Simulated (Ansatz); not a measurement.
**C2H2Cl2Si: basis-set convergence**

One table from this session's results is given with a row withheld; the runs are named, their logs left out.

Program: Ansatz 0.2.0, Gaussian basis. Level of theory: one geometry, several basis sets. These are calculated values, not measurements.

Plan: PBE0-D4/def2-SVP; ωB97M-V/def2-SVP; PBE0-D4/def2-QZVPP; ωB97M-V/def2-QZVPP; CCSD(T)/cc-pV(D+d)Z; CCSD(T)/cc-pV(T+d)Z; CCSD(T)/cc-pV(Q+d)Z; the functionals' def2-TZVPP values are taken from earlier runs.

## The relaxed structure

An earlier PBE0-D4 in a triple-zeta def2 set relaxation fixed the geometry.

SMILES `C#C[SiH](Cl)Cl`, 7 atoms, charge 0, spin multiplicity 1.

Atoms are counted from 1 here; the program's logs count them from 0.

Bond lengths: C1–C2 1.205 Å, C1–H6 1.066 Å, C2–Si3 1.807 Å, Si3–Cl4 2.037 Å, Si3–Cl5 2.037 Å, Si3–H7 1.472 Å. Angles: C2–C1–H6 179.8°, C1–C2–Si3 179.1°, C2–Si3–Cl4 109.2°, C2–Si3–Cl5 109.2°, C2–Si3–H7 111.4°, Cl4–Si3–Cl5 109.6°, Cl4–Si3–H7 108.7°, Cl5–Si3–H7 108.7°.

The first run:

Contents of in.yaml:

```yaml
crystal:
  periodic: [false, false, false]
  atoms:
    - {symbol: C, position_ang: [0.222119, -0.669296, 1.881571]}
    - {symbol: C, position_ang: [0.127687, -0.285151, 0.743198]}
    - {symbol: Si, position_ang: [0.012716, 0.282720, -0.968923]}
    - {symbol: Cl, position_ang: [-1.510593, -0.698353, -1.899224]}
    - {symbol: Cl, position_ang: [-0.353686, 2.286184, -0.986877]}
    - {symbol: H, position_ang: [0.302455, -1.008193, 2.889542]}
    - {symbol: H, position_ang: [1.260701, 0.023989, -1.705086]}
basis:
  gaussian: {orbitals: def2-SVP}
hamiltonian: {xc: pbe0, dispersion: d4}
output: {orbitals: {seedname: orbitals}}
```

Command:

```bash
$ ansatz run in.yaml --threads 2 --pin off --events-out ev --progress --plain --max-ram 32768MiB --backend cpu
```

Among the steps run: PBE0-D4 in def2-SVP; ωB97M-V in def2-SVP; PBE0-D4 in def2-QZVPP; ωB97M-V in def2-QZVPP.

One table of the session follows, with a row left open; its other results are not shown here.

It belongs to the step «Functionals by basis». 

| functional | basis | HOMO (eV) |
| --- | --- | --- |
| PBE0-D4 | def2-SVP | -8.73 |
| PBE0-D4 | def2-TZVPP | -8.79 |
| PBE0-D4 | def2-QZVPP | -8.82 |
| ωB97M-V | def2-SVP | ? |
| ωB97M-V | def2-TZVPP | -11.04 |
| ωB97M-V | def2-QZVPP | -11.06 |

Estimate the missing values for ωB97M-V, def2-SVP.

**Answer.** HOMO (eV): -10.94. In the column «HOMO (eV)» it lies between ωB97M-V, def2-TZVPP (-11.04) and PBE0-D4, def2-QZVPP (-8.82).
